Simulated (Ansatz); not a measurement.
# C3H5BS: up Jacob's ladder to CCSD(T)

One table from this session's results is given with a row withheld; the runs are named, their logs left out.

Program: Ansatz 0.2.0, Gaussian basis. Level of theory: functionals in def2-TZVPP, the program's frozen cores in correlated methods. These are calculated values, not measurements.

Levels to be run: LDA (SPW92), PBE-D4, revPBE-D4, BLYP-D4, r2SCAN-D4, B97M-V, PBE0-D4, B3LYP-D4, r2SCANh-D4, r2SCAN0-D4, HSE06-D4, BHLYP-D4, CAM-B3LYP-D4, LC-ωPBE, ωB97X-V, ωB97M-V, B2PLYP, PBE-QIDH; CCSD(T)/def2-SVP; CCSD(T)/def2-TZVPP; MP2/def2-QZVPP; extrapolation to the limit; RPA on PBE.

**The relaxed structure**

The geometry comes from an earlier relaxation with PBE0-D4 in a triple-zeta def2 set; it is a stationary point, not always the lowest conformer.

SMILES `BC1=C(C)S1`, 10 atoms, charge 0, spin multiplicity 1.

Atoms are counted from 1 here; the program's logs count them from 0.

Bond lengths: B1–C2 1.482 Å, B1–H6 1.198 Å, B1–H7 1.191 Å, C2–C3 1.306 Å, C2–S5 1.944 Å, C3–C4 1.463 Å, C3–S5 1.730 Å, C4–H8 1.093 Å, C4–H9 1.090 Å, C4–H10 1.093 Å. Angles: C2–B1–H6 116.1°, C2–B1–H7 122.6°, H6–B1–H7 121.3°, B1–C2–C3 156.7°, B1–C2–S5 142.7°, C3–C2–S5 60.6°, C2–C3–C4 146.0°, C2–C3–S5 78.3°, C4–C3–S5 135.8°, C3–C4–H8 109.2°, C3–C4–H9 111.3°, C3–C4–H10 109.2°, H8–C4–H9 110.0°, H8–C4–H10 107.1°, H9–C4–H10 109.9°, C2–S5–C3 41.1°.

Coordinates:

```mol
C3H5BS
  3D, bonds by distance, orders not assigned

 10 10  0  0  0  0  0  0  0  0999 V2000
   -1.4202    1.4199   -0.8316 B   0  0
   -0.2797    0.4778   -0.7400 C   0  0
    0.5344   -0.3679   -0.1675 C   0  0
    0.8826   -1.0678    1.0693 C   0  0
    1.1579   -0.3165   -1.7809 S   0  0
   -2.0511    1.5828    0.1736 H   0  0
   -1.7035    1.9878   -1.8398 H   0  0
    1.9115   -0.8224    1.3447 H   0  0
    0.2063   -0.7985    1.8801 H   0  0
    0.8449   -2.1463    0.8952 H   0  0
  1  2  8  0
  2  3  8  0
  3  4  8  0
  3  5  8  0
  1  6  8  0
  1  7  8  0
  4  8  8  0
  4  9  8  0
  4 10  8  0
  2  5  8  0
M  END
```

Set-up of the first run:

Contents of in.yaml:

```yaml
crystal:
  periodic: [false, false, false]
  atoms:
    - {symbol: B, position_ang: [-1.420223, 1.419861, -0.831647]}
    - {symbol: C, position_ang: [-0.279694, 0.477761, -0.740041]}
    - {symbol: C, position_ang: [0.534394, -0.367873, -0.167503]}
    - {symbol: C, position_ang: [0.882561, -1.067823, 1.069303]}
    - {symbol: S, position_ang: [1.157915, -0.316499, -1.780941]}
    - {symbol: H, position_ang: [-2.051061, 1.582790, 0.173636]}
    - {symbol: H, position_ang: [-1.703474, 1.987794, -1.839836]}
    - {symbol: H, position_ang: [1.911511, -0.822401, 1.344697]}
    - {symbol: H, position_ang: [0.206255, -0.798500, 1.880131]}
    - {symbol: H, position_ang: [0.844916, -2.146310, 0.895200]}
basis:
  gaussian: {orbitals: def2-TZVPP}
hamiltonian: {xc: lda}
output: {orbitals: {seedname: orbitals}}
```

Command:

```sh
ansatz run in.yaml --threads 2 --pin off --events-out ev --progress --plain --max-ram 4352MiB
```

Among the steps run: LDA; PBE-D4 (GGA); revPBE-D4 (GGA); BLYP-D4 (GGA); r2SCAN-D4 (meta-GGA); B97M-V (meta-GGA); PBE0-D4 (hybrid); B3LYP-D4 (hybrid); r2SCANh-D4 (hybrid); r2SCAN0-D4 (hybrid); HSE06-D4 (hybrid); BHLYP-D4 (hybrid); CAM-B3LYP-D4 (range-separated); LC-ωPBE (range-separated); ωB97X-V (range-separated); ωB97M-V (range-separated); B2PLYP (double hybrid); PBE-QIDH (double hybrid).

One of the session's tables, all rows but one given; the rest of the session is left out.

It belongs to the step «Orbital energies across the functionals». 

| functional | HOMO (eV) | LUMO (eV) | gap (eV) |
| --- | --- | --- | --- |
| LDA (SPW92) | -5.29 | -3.46 | 1.83 |
| PBE-D4 | -5.12 | -3.24 | 1.88 |
| revPBE-D4 | -5.06 | -3.16 | 1.90 |
| BLYP-D4 | -4.95 | -3.07 | 1.88 |
| r2SCAN-D4 | -5.23 | -3.07 | 2.16 |
| B97M-V | -5.27 | -3.02 | 2.25 |
| PBE0-D4 | ? | ? | ? |
| B3LYP-D4 | -5.86 | -2.58 | 3.28 |
| r2SCANh-D4 | -5.59 | -2.77 | 2.82 |
| r2SCAN0-D4 | -6.14 | -2.32 | 3.82 |
| HSE06-D4 | -5.67 | -2.80 | 2.87 |
| BHLYP-D4 | -6.88 | -1.42 | 5.46 |
| CAM-B3LYP-D4 | -7.24 | -1.36 | 5.88 |
| LC-ωPBE | -8.51 | -0.34 | 8.17 |
| ωB97X-V | -8.18 | -0.36 | 7.82 |
| ωB97M-V | -8.07 | -0.47 | 7.59 |

Q: Estimate the row for PBE0-D4 from the others.

**Answer.** HOMO (eV): -6.06; LUMO (eV): -2.42; gap (eV): 3.63. In the column «HOMO (eV)» it lies between r2SCAN0-D4 (-6.14) and B3LYP-D4 (-5.86).
